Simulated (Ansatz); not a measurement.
BRh, space group P6_3/mmc, a comparison of functionals at one structure

With the Python package of Ansatz (0.2.0).

The cells in order, each with its output:

```python
import warnings

import ansatz as az
import pandas as pd

warnings.simplefilter('ignore', az.DeckWarning)

brh = (
    az.Lattice.of([3.37707, 0.0, 0.0], [-1.68854, 2.92463, 0.0], [0.0, 0.0, 4.09568])
    .atom('B', [0.0, 0.0, 0.0])
    .atom('B', [0.0, 0.0, 0.5])
    .atom('Rh', [2 / 3, 1 / 3, 0.75])
    .atom('Rh', [1 / 3, 2 / 3, 0.25])
)

len(brh.resolved().sites)
```

    4

```python
setup = brh.calculation()
setup = setup.kpoints(10, 10, 7, center='gamma').scf(tolerance=1e-08, extra_bands=4, algorithm='density_mixing')
setup = setup.mixing('anderson', preconditioner='resta')
setup = setup.occupations('Marzari-Vanderbilt', width=0.15).basis(530, xc_grid=2)
setup = setup.stress()
```

```python
rows = []
for value in ['blyp', 'pbesol', 'lda']:
    report = setup.functional(value).run(threads=1, pin='off').report
    rows.append((value, report['free_energy_ev'] / len(report['lattice']['sites']), report['n_iterations'], sum(report['stress_gpa'][i][i] for i in range(3)) / 3, report['n_kpoints']))
```

    

```python
table = pd.DataFrame(rows, columns=['functional', 'F/atom (eV)', 'iterations', 'P (GPa)', 'k-points'])
table.round(5)
```

      functional  F/atom (eV)  iterations   P (GPa)  k-points
    0       blyp  -3286.96235           7  14.82611        56
    1     pbesol  -3246.13878           7  -4.60087        56
    2        lda  -3214.61866           7 -10.29844        56

From lowest to highest: LDA (-10.3 GPa), PBEsol (-4.6 GPa) and BLYP (14.8 GPa). At a fixed cell a lower pressure usually means a smaller equilibrium volume, so LDA prefers the smallest cell and BLYP the largest.

BLYP can be off by several per cent in the lattices of metals, and by several GPa in the pressure at a fixed cell. For a metal this k-point mesh is coarse: on a finer one energies can move by several to tens of meV an atom and pressures by half a GPa or more, differences at one mesh by less. The program warned that this SCF threshold is loose for forces or stresses. Pressure is positive in compression. This cell is a computed structure, which may not be the phase found in nature. Total energies of different functionals can't be compared; pressures, moments and gaps at this one structure can. The script silences the warnings on its input, which a real study should read. The whole script took 10 s on 1 thread of Arm Neoverse V2 (shared host), peak memory 0.46 GiB.

(Lines on the test bed's own set-up are left out of the output.)
